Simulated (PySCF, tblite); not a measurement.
# C₄H₆FOS radical: geometry, infrared bands and EPR parameters

Aim: predict the infrared bands and EPR parameters of C₄H₆FOS radical (`CC(=O)[C@@H](S)[CH]F`).

Programs: tblite 0.8.0 and PySCF 2.14.0, with density-fitted response routines of our own. Each step states its level of theory. These are calculated values for one molecule in the gas phase, unless marked as measured. Atoms count from 0, in the outputs and in this text.

## Step 1: Starting geometry

13 atoms, charge 0, multiplicity 2; geometry from: force field or distance geometry start.

Bonds of the start (Å): C0–C1 1.49, C1–O2 1.25, C1–C3 1.46, C3–S4 1.84, C3–C5 1.51, C5–F6 1.39, C0–H7 1.11, C0–H8 1.10, C0–H9 1.09, C3–H10 1.10, S4–H11 1.40, C5–H12 1.10.

## Step 2: Geometry optimisation with GFN2-xTB

Job settings and geometry (Å):

```
{"job": {"kind": "relax", "xc": "GFN2-xTB", "basis": "xTB"}, "charge": 0, "multiplicity": 2}
C      1.897700     0.271900    -0.134800
C      0.660200    -0.559000    -0.138700
O      0.783900    -1.687000     0.383000
C     -0.638800    -0.159200    -0.681500
S     -1.754800    -1.604200    -0.469900
C     -1.220100     1.066100    -0.014600
F     -1.450400     1.983000    -1.037600
H      2.535600     0.067800     0.754800
H      1.629100     1.334000    -0.081800
H      2.462600     0.103700    -1.053500
H     -0.588300     0.043300    -1.760400
H     -2.155300    -1.682500     0.864500
H     -2.165800     0.822700     0.491500
```

Run with:

```console
$ OMP_NUM_THREADS=1 python probes_run.py task.json out
```

This one command runs all jobs of the session in turn.

**Question.** This job is followed by: GFN2-xTB harmonic vibrations, gas phase; UKS B3LYP, pcH-1 on C F H O S, non-relativistic, mean-field spin-orbit, GIAO. What will the session give for the following? strongest single infrared mode (GFN2-xTB); zero-point energy (GFN2-xTB); g(iso) (B3LYP); ⟨S²⟩; largest a(iso) (averaged by class); potential on the surface of density 0.002 e/bohr³, 1st and 99th percentile.

**Answer**, as computed:

```
                                                                  quantity                  value
                                 strongest single infrared mode (GFN2-xTB)  1766 cm⁻¹, 280 km/mol
                                              zero-point energy (GFN2-xTB)          54.7 kcal/mol
                                                            g(iso) (B3LYP)                2.00427
                                                                      ⟨S²⟩     0.756 (exact 0.75)
                                        largest a(iso) (averaged by class)   19F on F6, 145.6 MHz
potential on the surface of density 0.002 e/bohr³, 1st and 99th percentile     -1.28 V and 1.37 V
```

In words: The optimisation took 111 steps and gained 0.984 eV; among the close pairs (by a distance rule), C3–C5 changed most, from 1.511 to 1.442 Å. All 33 modes are real, so the xTB geometry is a minimum. The strongest single mode, at 1766 cm⁻¹, moves mainly C1 and O2. GFN2-xTB is a fitted tight-binding method: band positions and strengths are rough. Its intensities can rank the bands wrongly. Most of the unpaired spin sits on C5 (0.85 e). The isotropic g lies 1.9 ppt above the free-electron value. These values are for one conformer; the search (at its own cheap level) found 2 more, at 0.61, 2.57 kcal/mol, and measured spectra average over such forms.
